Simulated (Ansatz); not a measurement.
**CH10Si3: a ladder of functionals and wavefunction methods**

One table from this session's results is given with a row withheld; the runs are named, their logs left out.

Program: Ansatz 0.2.0, Gaussian basis. Level of theory: functionals in def2-TZVPP, the program's frozen cores in correlated methods. These are calculated values, not measurements.

Plan: LDA (SPW92), PBE-D4, revPBE-D4, BLYP-D4, r2SCAN-D4, B97M-V, PBE0-D4, B3LYP-D4, r2SCANh-D4, r2SCAN0-D4, HSE06-D4, BHLYP-D4, CAM-B3LYP-D4, LC-ωPBE, ωB97X-V, ωB97M-V, B2PLYP, PBE-QIDH; CCSD(T)/def2-SVP; CCSD(T)/def2-TZVPP; MP2/def2-QZVPP; extrapolation to the limit; RPA on PBE.

**The relaxed structure**

An earlier PBE0-D4 in a triple-zeta def2 set relaxation fixed the geometry.

SMILES `C[SiH]([SiH3])[SiH3]`, 14 atoms, charge 0, spin multiplicity 1.

Atoms are counted from 1 here; the program's logs count them from 0.

Bond lengths: C1–Si2 1.883 Å, C1–H5 1.092 Å, C1–H6 1.092 Å, C1–H7 1.092 Å, Si2–Si3 2.340 Å, Si2–Si4 2.340 Å, Si2–H8 1.493 Å, Si3–H9 1.488 Å, Si3–H10 1.490 Å, Si3–H11 1.490 Å, Si4–H12 1.488 Å, Si4–H13 1.490 Å, Si4–H14 1.490 Å. Angles: Si2–C1–H5 110.7°, Si2–C1–H6 110.7°, Si2–C1–H7 110.7°, H5–C1–H6 108.2°, H5–C1–H7 108.2°, H6–C1–H7 108.2°, C1–Si2–Si3 111.2°, C1–Si2–Si4 111.1°, C1–Si2–H8 109.9°, Si3–Si2–Si4 108.5°, Si3–Si2–H8 108.0°, Si4–Si2–H8 108.1°, Si2–Si3–H9 110.6°, Si2–Si3–H10 111.4°, Si2–Si3–H11 110.0°, H9–Si3–H10 108.5°, H9–Si3–H11 108.3°, H10–Si3–H11 108.0° and more.

As a file:

```xyz
14
CH10Si3
C    -0.62169    1.37048   -1.25516
Si   -0.46643    0.29823    0.28460
Si    1.65427    0.51035    1.25104
Si   -0.82962   -1.95824   -0.21822
H    -1.61589    1.27186   -1.69663
H    -0.45872    2.42274   -1.01176
H     0.11527    1.07608   -2.00559
H    -1.48028    0.71555    1.29834
H     1.75494   -0.32205    2.48062
H     1.94613    1.92547    1.61369
H     2.69864    0.05517    0.29132
H    -0.71745   -2.79300    1.00877
H     0.18674   -2.43039   -1.19956
H    -2.17890   -2.17144   -0.81255
```

The first run:

File in.yaml:

```yaml
crystal:
  periodic: [false, false, false]
  atoms:
    - {symbol: C, position_ang: [-0.621692, 1.370484, -1.255163]}
    - {symbol: Si, position_ang: [-0.466429, 0.298233, 0.284597]}
    - {symbol: Si, position_ang: [1.654272, 0.510347, 1.251043]}
    - {symbol: Si, position_ang: [-0.829624, -1.958237, -0.218217]}
    - {symbol: H, position_ang: [-1.615892, 1.271857, -1.696631]}
    - {symbol: H, position_ang: [-0.458718, 2.422742, -1.011763]}
    - {symbol: H, position_ang: [0.115269, 1.076076, -2.005590]}
    - {symbol: H, position_ang: [-1.480280, 0.715554, 1.298337]}
    - {symbol: H, position_ang: [1.754945, -0.322054, 2.480616]}
    - {symbol: H, position_ang: [1.946131, 1.925469, 1.613693]}
    - {symbol: H, position_ang: [2.698636, 0.055168, 0.291324]}
    - {symbol: H, position_ang: [-0.717454, -2.793001, 1.008767]}
    - {symbol: H, position_ang: [0.186738, -2.430393, -1.199561]}
    - {symbol: H, position_ang: [-2.178903, -2.171444, -0.812552]}
basis:
  gaussian: {orbitals: def2-TZVPP}
hamiltonian: {xc: lda}
output: {orbitals: {seedname: orbitals}}
```

Among the steps run: LDA; PBE-D4 (GGA); revPBE-D4 (GGA); BLYP-D4 (GGA); r2SCAN-D4 (meta-GGA); B97M-V (meta-GGA); PBE0-D4 (hybrid); B3LYP-D4 (hybrid); r2SCANh-D4 (hybrid); r2SCAN0-D4 (hybrid); HSE06-D4 (hybrid); BHLYP-D4 (hybrid); CAM-B3LYP-D4 (range-separated); LC-ωPBE-D4 (range-separated; the results give it without D4); ωB97X-V (range-separated); ωB97M-V (range-separated); B2PLYP (double hybrid); PBE-QIDH (double hybrid).

One table of the session follows, with a row left open; its other results are not shown here.

It belongs to the step «Frontier levels by functional». 

```
  functional  HOMO (eV)  gap (eV)
 LDA (SPW92)      -6.73      5.52
      PBE-D4      -6.66      5.61
   revPBE-D4      -6.63      5.66
     BLYP-D4      -6.52      5.64
   r2SCAN-D4      -6.90      6.09
      B97M-V      -7.03      5.97
     PBE0-D4      -7.72      7.47
    B3LYP-D4      -7.53      7.12
  r2SCANh-D4      -7.28      6.76
  r2SCAN0-D4      -7.87      7.76
    HSE06-D4      -7.33      6.71
    BHLYP-D4      -8.68      9.32
CAM-B3LYP-D4          ?         ?
     LC-ωPBE     -10.24     12.09
     ωB97X-V      -9.93     11.65
     ωB97M-V      -9.69     11.11
```

Q: Estimate the row for CAM-B3LYP-D4 from the others.

As computed: HOMO (eV): -8.96; gap (eV): 9.75. In the column «HOMO (eV)» it lies between ωB97M-V (-9.69) and BHLYP-D4 (-8.68).
